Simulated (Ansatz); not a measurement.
# Reference phase of Bi, 2 atoms

Aim: the perfect cell at several levels of theory (PBEsol, r²SCAN, HSE06 and PBE), as the reference that defects and stacks are counted from.

All numbers are computed with Ansatz 0.2.0 (PAW, plane waves).

### Step 1. The starting cell

2 atoms (2 Bi); a = 4.680 Å, b = 4.680 Å, c = 4.680 Å, α = 57.82°, β = 57.82°, γ = 57.82°.

The runs, in order: (2) PBEsol single point at a 7×7×7 mesh, on 2 threads; (3) r²SCAN single point at a 7×7×7 mesh, on 2 threads; (4) HSE06 single point at a 7×7×7 mesh, on 2 threads; (5) PBE single point at a 7×7×7 mesh, on 2 threads.

Coordinates:

```
CELL_PARAMETERS angstrom
2.26225 1.30611 3.88261
-2.26225 1.30611 3.88261
0.00000 -2.61222 3.88261
ATOMIC_POSITIONS crystal
Bi 0.23683 0.23683 0.23683
Bi 0.76318 0.76318 0.76318
```

### Step 2. Single point with PBEsol

File in.yaml:

```yaml
crystal:
  lattice:
    - [2.262250, 1.306110, 3.882611]
    - [-2.262250, 1.306110, 3.882611]
    - [0.000000, -2.612221, 3.882611]
  atoms:
    - { symbol: Bi, position: [0.236825, 0.236825, 0.236825] }
    - { symbol: Bi, position: [0.763175, 0.763175, 0.763175] }
kpoints:
  mp_grid: { grid: [7, 7, 7] }
hamiltonian:
  xc: pbesol
scf:
  occupations: { method: fermi_dirac, width: 0.1 }
output:
  forces: true
  eigenvalues: true
  stress: true
  populations: true
```

Started as:

```bash
ansatz run in.yaml --threads 2 --pin off --max-ram 4750MiB --runs-dir r --events-out ev --progress --plain
```

### Step 3. Single point with r²SCAN

Edit in.yaml of step 2 so:

```diff
@@ -11,3 +11,3 @@
 hamiltonian:
-  xc: pbesol
+  xc: r2scan
 scf:
@@ -17,3 +17,2 @@
   eigenvalues: true
-  stress: true
   populations: true
```

### Step 4. HSE06 single point

Edit in.yaml of step 3 so:

```diff
@@ -11,3 +11,3 @@
 hamiltonian:
-  xc: r2scan
+  xc: hse06
 scf:
```

### Step 5. Single point with PBE

Edit in.yaml of step 4 so:

```diff
@@ -11,3 +11,3 @@
 hamiltonian:
-  xc: hse06
+  xc: pbe
 scf:
```

What does the calculation give? Wanted: for each run, energy; pressure.

The runs gave:

| level | time | energy (eV/atom) | pressure (GPa) |
| --- | --- | --- | --- |
| PBEsol | 3.6 s (2 CPU threads) | -12242.0128 | -0.10 |
| r²SCAN | 5.7 s (2 CPU threads) | -12411.0515 | - |
| HSE06 | 89 s (2 CPU threads) | -12400.3034 | - |
| PBE | 2.8 s (2 CPU threads) | -12396.5455 | - |

**In words.** No level run gives a gap: levels at the Fermi energy are partly filled. Exact exchange costs time: HSE06 ran about 25 times as long as PBEsol on the same kind of device.
